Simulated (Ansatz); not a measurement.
# C2H9GaO: small, medium and large basis sets

One table from this session's results is given with a row withheld; the runs are named, their logs left out.

Method: one geometry, several basis sets; program: Ansatz 0.2.0, Gaussian basis.

The runs, in order: PBE0-D4/def2-SVP; ωB97M-V/def2-SVP; PBE0-D4/def2-QZVPP; ωB97M-V/def2-QZVPP; the functionals' def2-TZVPP values are taken from earlier runs.

**The relaxed structure**

All runs share one geometry, relaxed beforehand with PBE0-D4 in a triple-zeta def2 set.

SMILES `[CH3][GaH-]([CH3])[OH2+]`, 13 atoms, charge 0, spin multiplicity 1.

Atoms are counted from 1 here; the program's logs count them from 0.

Bond lengths: C1–Ga2 1.976 Å, C1–H5 1.094 Å, C1–H6 1.092 Å, C1–H7 1.093 Å, Ga2–C3 1.988 Å, Ga2–O4 2.234 Å, Ga2–H8 1.591 Å, C3–H9 1.094 Å, C3–H10 1.094 Å, C3–H11 1.094 Å, O4–H12 0.963 Å, O4–H13 0.963 Å. Angles: Ga2–C1–H5 110.3°, Ga2–C1–H6 111.6°, Ga2–C1–H7 111.4°, H5–C1–H6 107.4°, H5–C1–H7 107.5°, H6–C1–H7 108.4°, C1–Ga2–C3 119.8°, C1–Ga2–O4 100.2°, C1–Ga2–H8 119.2°, C3–Ga2–O4 95.0°, C3–Ga2–H8 117.9°, O4–Ga2–H8 92.4°, Ga2–C3–H9 110.0°, Ga2–C3–H10 112.7°, Ga2–C3–H11 111.7°, H9–C3–H10 106.8°, H9–C3–H11 106.7°, H10–C3–H11 108.7° and more.

The first run:

in.yaml

```yaml
crystal:
  periodic: [false, false, false]
  atoms:
    - {symbol: C, position_ang: [-1.181866, 1.373741, -0.741438]}
    - {symbol: Ga, position_ang: [-0.488179, -0.377966, -0.144478]}
    - {symbol: C, position_ang: [1.311674, -0.980540, -0.735257]}
    - {symbol: O, position_ang: [0.151373, 0.138696, 1.933072]}
    - {symbol: H, position_ang: [-1.601367, 1.291652, -1.748595]}
    - {symbol: H, position_ang: [-1.975908, 1.736714, -0.085265]}
    - {symbol: H, position_ang: [-0.390278, 2.126089, -0.774846]}
    - {symbol: H, position_ang: [-1.511201, -1.481741, 0.373129]}
    - {symbol: H, position_ang: [1.270242, -1.316118, -1.775832]}
    - {symbol: H, position_ang: [1.688907, -1.821869, -0.147174]}
    - {symbol: H, position_ang: [2.044169, -0.168743, -0.694926]}
    - {symbol: H, position_ang: [-0.365962, -0.419244, 2.522847]}
    - {symbol: H, position_ang: [1.068797, -0.135572, 2.033463]}
basis:
  gaussian: {orbitals: def2-SVP}
hamiltonian: {xc: pbe0, dispersion: d4}
output: {orbitals: {seedname: orbitals}}
```

Command:

```console
$ ansatz run in.yaml --threads 4 --pin off --events-out ev --progress --plain --max-ram 10444MiB
```

Among the steps run: PBE0-D4 in def2-SVP; ωB97M-V in def2-SVP; PBE0-D4 in def2-QZVPP; ωB97M-V in def2-QZVPP.

One of the session's tables, all rows but one given; the rest of the session is left out.

It belongs to the step «Functionals by basis». 

```
functional       basis  HOMO (eV)  LUMO (eV)
   PBE0-D4    def2-SVP      -7.02       0.27
   PBE0-D4  def2-TZVPP      -7.11      -0.22
   PBE0-D4  def2-QZVPP      -7.13      -0.48
   ωB97M-V    def2-SVP      -9.24       1.94
   ωB97M-V  def2-TZVPP          ?          ?
   ωB97M-V  def2-QZVPP      -9.35       0.84
```

Q: Estimate the row for ωB97M-V, def2-TZVPP from the others.

**Answer.** HOMO (eV): -9.34; LUMO (eV): 1.29. In the column «HOMO (eV)» it lies between ωB97M-V, def2-QZVPP (-9.35) and ωB97M-V, def2-SVP (-9.24).
